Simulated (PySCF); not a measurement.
**One shape, several levels: BNHBr2 (SMILES [NH]B(Br)Br)**

Wanted: a comparison of 3 runs (UMP2/cc-pVDZ, UMP2/aug-cc-pVDZ, UMP2/cc-pVTZ) of BNHBr2. Input form: a Python script.

Program for the calculation: PySCF 2.14.0.

### Step 1. Starting point

BNHBr2 has 5 atoms, charge 0, and is taken as a doublet. SMILES: `[NH]B(Br)Br`. Geometry: relaxed at GFN2-xTB.

Bond lengths: N1–B2 1.312 Å, B2–Br3 1.882 Å, B2–Br4 2.003 Å, N1–H5 0.997 Å. Angles: N1–B2–Br3 129.8°, N1–B2–Br4 113.6°, Br3–B2–Br4 116.6°, B2–N1–H5 141.6°.

### Step 2. A single-point energy at UMP2/cc-pVDZ (run 1)

run.py

```python
# [NH]B(Br)Br
from pyscf import gto, scf, mp

mol = gto.M(
    atom='''
N      0.497017     1.893222     0.342059
B      0.259535    -0.569904     0.183965
Br     2.257618    -3.144882     1.604888
Br    -2.706107    -1.673390    -1.893279
H     -0.308063     3.494935    -0.237614
''',
    unit='bohr',
    basis='cc-pvdz',
    spin=1,
    max_memory=1860,
    verbose=3,
)

mf = scf.UHF(mol)
mf.conv_tol = 1e-10
mf.kernel()
if not mf.converged:
    mf = mf.newton().run(mf.mo_coeff, mf.mo_occ)

pt = mp.MP2(mf, frozen=20).run()
e_final = pt.e_tot
print('E = %.10f Eh' % e_final)
```

On the command line:

```console
$ OMP_NUM_THREADS=1 python run.py
```

Output:

```text
converged SCF energy = -5224.54226664948  <S^2> = 0.77075984  2S+1 = 2.0206532
E(UMP2) = -5225.01065636676  E_corr = -0.468389717280469
E(SCS-UMP2) = -5224.98886971243  E_corr = -0.446603062955379
E = -5225.0106563668 Eh
```

Run time: 5.1 s. Hardware: 1 thread of Arm Neoverse V1, shared host; peak memory 0.22 GiB.

### Step 3. A single-point energy at UMP2/aug-cc-pVDZ (run 2)

input.py

```python
from pyscf import gto, mp

system = gto.M(
    atom=[
    ('N', (0.263010, 1.001850, 0.181010)),
    ('B', (0.137340, -0.301580, 0.097350)),
    ('Br', (1.194680, -1.664200, 0.849270)),
    ('Br', (-1.432010, -0.885520, -1.001880)),
    ('H', (-0.163020, 1.849440, -0.125740)),
],
    basis='aug-cc-pvdz',
    verbose=4,
    max_memory=1860,
    spin=1,
)

hf = system.UHF()
hf.conv_tol = 1e-10
hf.kernel()
if not hf.converged:
    hf = hf.newton().run(hf.mo_coeff, hf.mo_occ)

pt = mp.MP2(hf, frozen=20).run()
etot = pt.e_tot
print('E(%s) = %.9f' % ('MP2', etot))
```

On the command line:

```console
$ OMP_NUM_THREADS=1 python input.py
```

Output:

```text
PySCF version 2.14.0

[... 125 lines left out ...]
converged SCF energy = -5224.55229287347  <S^2> = 0.77185518  2S+1 = 2.0217371
[... 1 line left out ...]
******** <class 'pyscf.mp.ump2.UMP2'> ********
nocc = (np.int64(22), np.int64(21)), nmo = (107, 107)
frozen orbitals 20
E(UMP2) = -5225.05265076018  E_corr = -0.500357886704491
E(SCS-UMP2) = -5225.0294732825  E_corr = -0.477180409029838
E_corr(same-spin) = -0.142210448094867
E_corr(oppo-spin) = -0.358147438609624
E(MP2) = -5225.052650760
```

Run time: 18 s. Hardware: 1 thread of Arm Neoverse V1, shared host; peak memory 0.56 GiB.

### Step 4. A single-point energy at UMP2/cc-pVTZ (run 3)

run.py

```python
from pyscf import gto, scf, mp

system = gto.M(
    atom='''
N      0.497017     1.893222     0.342059
B      0.259535    -0.569904     0.183965
Br     2.257618    -3.144882     1.604888
Br    -2.706107    -1.673390    -1.893279
H     -0.308063     3.494935    -0.237614
''',
    basis='cc-pvtz',
    unit='bohr',
    max_memory=1860,
    spin=1,
    verbose=4,
)

hf = scf.UHF(system)
hf.conv_tol = 1e-10
hf.kernel()
if not hf.converged:
    hf = hf.newton().run(hf.mo_coeff, hf.mo_occ)

pt = mp.MP2(hf, frozen=20).run()
etot = pt.e_tot
print('E = %.10f Eh' % etot)
```

On the command line:

```console
$ OMP_NUM_THREADS=1 python run.py
```

Output:

```text
PySCF version 2.14.0

[... 125 lines left out ...]
converged SCF energy = -5224.71729614631  <S^2> = 0.7713083  2S+1 = 2.021196
[... 1 line left out ...]
******** <class 'pyscf.mp.ump2.UMP2'> ********
nocc = (np.int64(22), np.int64(21)), nmo = (140, 140)
frozen orbitals 20
E(UMP2) = -5225.43067034041  E_corr = -0.713374194094201
E(SCS-UMP2) = -5225.39827843676  E_corr = -0.680982290447203
E_corr(same-spin) = -0.202000087460583
E_corr(oppo-spin) = -0.511374106633618
E = -5225.4306703404 Eh
```

Run time: 98 s. Hardware: 1 thread of Arm Neoverse V1, shared host; peak memory 1.5 GiB.

### Step 5. All runs side by side

```csv
run,level,energy (Eh),dipole moment (D) of the reference,HOMO energy (eV),LUMO energy (eV),wall time
1,UMP2/cc-pVDZ,-5225.010656,2.79,-10.90,0.76,5.1 s
2,UMP2/aug-cc-pVDZ,-5225.052651,2.56,-11.05,0.17,18 s
3,UMP2/cc-pVTZ,-5225.430670,2.60,-11.00,0.56,98 s
```

### Step 6. Results

| quantity | value |
| --- | --- |
| run 3: total energy | -5225.43067 Eh |
| run 3: dipole moment (Hartree–Fock density) | 2.60 D |
| run 3: HOMO energy (Hartree–Fock orbitals) (highest over α and β) | -11.00 eV |
| run 3: LUMO energy (Hartree–Fock orbitals) (lowest over α and β) | 0.56 eV |
| run 3: correlation energy (20 core orbitals frozen) | -713.4 mEh |
| run 3: ⟨S²⟩ of the reference determinant | 0.771 |

Over the runs the total energy spans 11.429 eV. All runs together took 2 min, the longest 98 s.
